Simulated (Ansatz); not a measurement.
Working through a ladder of methods at one geometry of CH6GeO3, SMILES O[CH2][GeH]([OH])[OH]

Program: Ansatz 0.2.0, Python API.

At the Python prompt:
```pycon
>>> from pathlib import Path
>>> import ansatz as az
>>> from ase import Atoms
>>> import numpy as np
>>> BASIS = "def2-SVP"
>>> atoms = Atoms(["O", "C", "Ge", "O", "O", "H", "H", "H", "H", "H", "H"], positions=[
...     [-1.7588, -0.7026, 1.0119],
...     [-0.4738, -0.9596, 0.7149],
...     [0.3993, 0.622, -0.0032],
...     [2.2216, 0.2401, -0.3158],
...     [-0.3584, 1.1271, -1.5265],
...     [-2.2673, -0.5593, 0.1231],
...     [-0.3752, -1.7868, -0.0153],
...     [0.0765, -1.2515, 1.6447],
...     [0.3535, 1.7843, 1.092],
...     [2.54, 1.0791, -0.618],
...     [-0.2919, 0.3503, -2.0871],
... ])
>>> system = az.Crystal.molecule_from_ase(atoms)
>>> calc = system.calculation()
>>> calc = calc.basis(gaussian=BASIS)
>>> calc = calc.scf(lower_state_search="off")
>>> print("functional    E (Ha)        dipole (D)   HOMO (eV)  LUMO (eV)")
functional    E (Ha)        dipole (D)   HOMO (eV)  LUMO (eV)
>>> for name in ["blyp", "pbe0", "cam_b3lyp", "lda", "b3lyp", "lc_wpbe"]:
...     data = calc.functional(name).forces().orbitals().run(runs_dir="runs").report
...     lines = Path(data["orbitals_path"]).read_text().splitlines()
...     field_of = lambda key: [line.split("=")[1].strip() for line in lines if line.startswith(key)]
...     orbitals = [(27.211386 * float(e), s, float(n)) for e, s, n in zip(field_of("Ene="), field_of("Spin="), field_of("Occup="))]
...     homo = max(e for e, _, n in orbitals if n > 0.5)
...     lumo = min(e for e, _, n in orbitals if n < 0.5)
...     dipole = 4.803205 * np.linalg.norm(data["charge_distribution"]["dipole_moment_e_ang"])
...     print(f"{name:10s} {data['free_energy_ev'] / 27.211386246:14.6f} {dipole:9.3f} {homo:11.3f} {lumo:10.3f}")
...
blyp         -2343.921046     1.690      -5.569     -0.581
pbe0         -2343.387921     1.662      -7.231      0.358
cam_b3lyp    -2343.957134     1.648      -8.591      1.291
lda          -2338.776798     1.727      -5.803     -0.784
b3lyp        -2343.979858     1.662      -6.965      0.006
lc_wpbe      -2343.515235     1.653      -9.929      2.718
```

Notes:
- These settings explore the input space; basis and method may be short of convergence.
- The geometry is a force-field or estimated start, not a minimum of this method, and the basis set is short of its limit. A lower total doesn't mark the better method: functionals have no common bound, and MP2 and coupled cluster aren't variational.
- b3lyp holds the VWN-RPA fit, as in Gaussian; the form of ORCA and Turbomole is b3lyp5.
- Levels such as HOMO and LUMO are orbital energies: with these approximate functionals they aren't the ionisation energy and electron affinity, and their gap isn't the fundamental gap.
- Timing: 27 s on 1 thread of Arm Neoverse V1, on a shared host, peak memory 0.32 GiB.
